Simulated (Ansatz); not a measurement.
# NO2F (nitryl fluoride): MP2/cc-pVTZ

Aim: the electronic atomisation energy of NO2F (nitryl fluoride) at MP2/cc-pVTZ, from 4 runs. 

The calculation is run with Ansatz 0.2.0.

36 further runs of the same task are left out: 36 set aside as unsound or not needed.

## Step 1: Starting point

NO2F has 4 atoms, charge 0, and is taken as a singlet. SMILES: `O=[N+]([O-])F`. Geometry: relaxed at PBE0-D4/def2-TZVP.

Bond lengths: O1–N2 1.170 Å, N2–O3 1.170 Å, N2–F4 1.442 Å. Angles: O1–N2–O3 135.6°, O1–N2–F4 112.2°, O3–N2–F4 112.2°.

## Step 2: The energy at MP2/cc-pVTZ

File run.yaml:

```yaml
crystal:
  periodic: [false, false, false]
  atoms:
    - symbol: O
      position_ang: [0.188290, 0.469930, 1.120250]
    - symbol: N
      position_ang: [0.079720, -0.071800, 0.089140]
    - symbol: O
      position_ang: [0.476580, -1.068680, -0.376880]
    - symbol: F
      position_ang: [-0.744590, 0.670550, -0.832510]
basis:
  gaussian: {orbitals: cc-pVTZ}
correlation: {method: mp2, frozen_orbitals: {F: 1, "N": 1, O: 1}}
accuracy: high
```

On the command line:

```bash
$ ansatz run run.yaml --threads 1 --pin off --max-ram 3480MiB --events-out events.jsonl --progress --plain --runs-dir runs
```

The log of the run:

```text
Warning: RAYON_NUM_THREADS=1 ignored (pool sized by the plan → 1); use --threads N
Functional definition: HF
  name "HF"
  exchange = exact_x
  correlation = 0
2042 factors; integrals over basis functions are off by at most 3.0e-9 eV
mean field evaluation 1: about -8254.1646 eV, gradient 5.8e1 eV
mean field evaluation 2: about -8254.1798 eV, gradient 5.8e1 eV
mean field evaluation 4: about -8259.4843 eV, gradient 3.3e0 eV
mean field evaluation 8: about -8259.5409 eV, gradient 2.6e-1 eV
mean field -8259.54127008 eV, -303.5325431574 hartree, gradient 2.8e-8 eV, S^2 0.000000; 0 other end points of the search recorded, 0 dependent functions left out; unrestricted orbitals would lower it
mean field evaluation 16: about -8259.4218 eV, gradient 3.8e0 eV
4 core orbitals not correlated: weight in the atoms' cores, before any rotation towards them, 1.000 or more for the frozen orbitals, at most 0.000 for the correlated occupied ones
reference -8259.54127008 eV, -303.5325431574 hartree; 12, 12 occupied and 104, 104 virtual orbitals, 2042 factors
second order -25.84198771 eV of doubles, -0.00000000 eV of singles
Total energy: -8285.38325779 eV, -304.4822186894 hartree
```

Wall time 4.2 s (1 thread of Arm Neoverse V2, shared host); peak memory 0.31 GiB.

## Step 3: The F atom at the same level

File run.yaml:

```yaml
crystal:
  periodic: [false, false, false]
  atoms:
    - {symbol: F, position_ang: [0.000000, 0.000000, 0.000000]}
basis:
  gaussian:
    orbitals: cc-pVTZ
magnetization:
  spin_polarized: true
  initial_magnetization: 1
correlation:
  method: mp2
  frozen_orbitals: {F: 1}
accuracy: high
```

Run the same way, it converges to -99.60536 Eh (log not shown).

## Step 4: The N atom at the same level

File input.yaml:

```yaml
crystal:
  periodic: [false, false, false]
  atoms:
    - {symbol: "N", position_ang: [0.000000, 0.000000, 0.000000]}
basis:
  gaussian:
    orbitals: cc-pVTZ
total_charge: 0
magnetization:
  spin_polarized: true
  initial_magnetization: 3
correlation:
  method: mp2
  frozen_orbitals: {"N": 1}
accuracy: high
```

Run the same way, it converges to -54.49662 Eh (log not shown).

## Step 5: The O atom at the same level

File job.yaml:

```yaml
crystal:
  periodic: [false, false, false]
  atoms:
    - {symbol: O, position_ang: [0.000000, 0.000000, 0.000000]}
basis:
  gaussian:
    orbitals: cc-pVTZ
magnetization:
  spin_polarized: true
  initial_magnetization: 2
accuracy: high
correlation:
  method: mp2
  frozen_orbitals: {O: 1}
```

Run the same way, it converges to -74.95490 Eh (log not shown).

## Step 6: What came out

At MP2/cc-pVTZ, 4 core orbitals frozen:

```
                                             quantity          value
                               molecule: total energy  -304.48222 Eh
molecule: correlation energy (4 core orbitals frozen)     -949.7 mEh
                                 F atom: total energy   -99.60536 Eh
   F atom: correlation energy (1 core orbital frozen)     -199.8 mEh
            F atom: ⟨S²⟩ of the reference determinant          0.753
                                 N atom: total energy   -54.49662 Eh
   N atom: correlation energy (1 core orbital frozen)      -95.9 mEh
            N atom: ⟨S²⟩ of the reference determinant          3.756
                                 O atom: total energy   -74.95490 Eh
   O atom: correlation energy (1 core orbital frozen)     -143.1 mEh
            O atom: ⟨S²⟩ of the reference determinant          2.007
                        electronic atomisation energy      12.801 eV
```

What this shows: Taking the molecule apart into free atoms costs 12.80 eV (295 kcal/mol), before zero-point energy and without spin-orbit coupling. The restricted solution (molecule) is unstable to spin breaking: an unrestricted one lies lower.
